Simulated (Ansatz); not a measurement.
**BrH3OSn: one species, many methods**

The task here is to estimate one member of a computed series from the others.

Computed with Ansatz 0.2.0, Gaussian basis. Level: functionals in def2-TZVPP, the program's frozen cores in correlated methods.

Levels to be run: LDA (SPW92), PBE-D4, revPBE-D4, BLYP-D4, r2SCAN-D4, B97M-V, PBE0-D4, B3LYP-D4, r2SCANh-D4, r2SCAN0-D4, HSE06-D4, BHLYP-D4, CAM-B3LYP-D4, LC-ωPBE, ωB97X-V, ωB97M-V, B2PLYP, PBE-QIDH; CCSD(T)/def2-SVP; CCSD(T)/def2-TZVPP; MP2/def2-QZVPP; extrapolation to the limit; RPA on PBE.

### The geometry

The geometry comes from an earlier relaxation with PBE0-D4 in a triple-zeta def2 set; it is a stationary point. Sn takes the def2 core potential; no spin-orbit term is included.

SMILES `[OH][SnH2][Br]`, 6 atoms, charge 0, spin multiplicity 1.

Atoms are counted from 1 here; the program's logs count them from 0.

Bond lengths: O1–Sn2 1.953 Å, O1–H4 0.960 Å, Sn2–Br3 2.480 Å, Sn2–H5 1.702 Å, Sn2–H6 1.694 Å. Angles: Sn2–O1–H4 113.5°, O1–Sn2–Br3 107.1°, O1–Sn2–H5 110.5°, O1–Sn2–H6 104.9°, Br3–Sn2–H5 106.5°, Br3–Sn2–H6 109.5°, H5–Sn2–H6 117.8°.

As a file:

| atom | x (Å) | y (Å) | z (Å) |
| --- | --- | --- | --- |
| O1 | -1.4835 | -0.3486 | -0.3014 |
| Sn2 | 0.2649 | 0.3775 | 0.1794 |
| Br3 | 1.7732 | -1.5513 | 0.5718 |
| H4 | -1.4483 | -0.9950 | -1.0108 |
| H5 | 0.9266 | 1.2521 | -1.1224 |
| H6 | 0.0092 | 1.2012 | 1.6371 |

The first run:

in.yaml

```yaml
crystal:
  periodic: [false, false, false]
  atoms:
    - {symbol: O, position_ang: [-1.483542, -0.348609, -0.301413]}
    - {symbol: Sn, position_ang: [0.264917, 0.377498, 0.179450]}
    - {symbol: Br, position_ang: [1.773204, -1.551321, 0.571818]}
    - {symbol: H, position_ang: [-1.448340, -0.994976, -1.010750]}
    - {symbol: H, position_ang: [0.926582, 1.252097, -1.122381]}
    - {symbol: H, position_ang: [0.009178, 1.201211, 1.637075]}
basis:
  gaussian: {orbitals: def2-TZVPP}
hamiltonian: {xc: lda}
output: {orbitals: {seedname: orbitals}}
```

Among the steps run: LDA; PBE-D4 (GGA); revPBE-D4 (GGA); BLYP-D4 (GGA); r2SCAN-D4 (meta-GGA); B97M-V (meta-GGA); PBE0-D4 (hybrid); B3LYP-D4 (hybrid); r2SCANh-D4 (hybrid); r2SCAN0-D4 (hybrid); HSE06-D4 (hybrid); BHLYP-D4 (hybrid); CAM-B3LYP-D4 (range-separated); LC-ωPBE-D4 (range-separated; the results give it without D4); ωB97X-V (range-separated); ωB97M-V (range-separated); B2PLYP (double hybrid); PBE-QIDH (double hybrid).

One of the session's tables, all rows but one given; the rest of the session is left out.

It belongs to the step «Orbital energies across the functionals». 

```
  functional  HOMO (eV)  gap (eV)
 LDA (SPW92)      -7.16      4.92
      PBE-D4      -7.03      5.05
   revPBE-D4      -6.99      5.09
     BLYP-D4          ?         ?
   r2SCAN-D4      -7.38      5.66
      B97M-V      -7.47      5.76
     PBE0-D4      -8.34      7.25
    B3LYP-D4      -8.08      6.67
  r2SCANh-D4      -7.85      6.45
  r2SCAN0-D4      -8.56      7.64
    HSE06-D4      -7.94      6.48
    BHLYP-D4      -9.47      9.27
CAM-B3LYP-D4      -9.66      9.52
     LC-ωPBE     -11.05     12.14
     ωB97X-V     -10.69     11.65
     ωB97M-V     -10.54     11.29
```

**Question.** Estimate the row for BLYP-D4.

Worked estimate for «HOMO (eV)». Against the share of exact exchange, B3LYP-D4 (0.2, -8.08), BHLYP-D4 (0.5, -9.47) give a slope of -4.63 per unit share; at 0 the line stands at -7.15.

The run gave: HOMO (eV): -6.88; gap (eV): 4.92. In «HOMO (eV)» the line misses by -0.27.
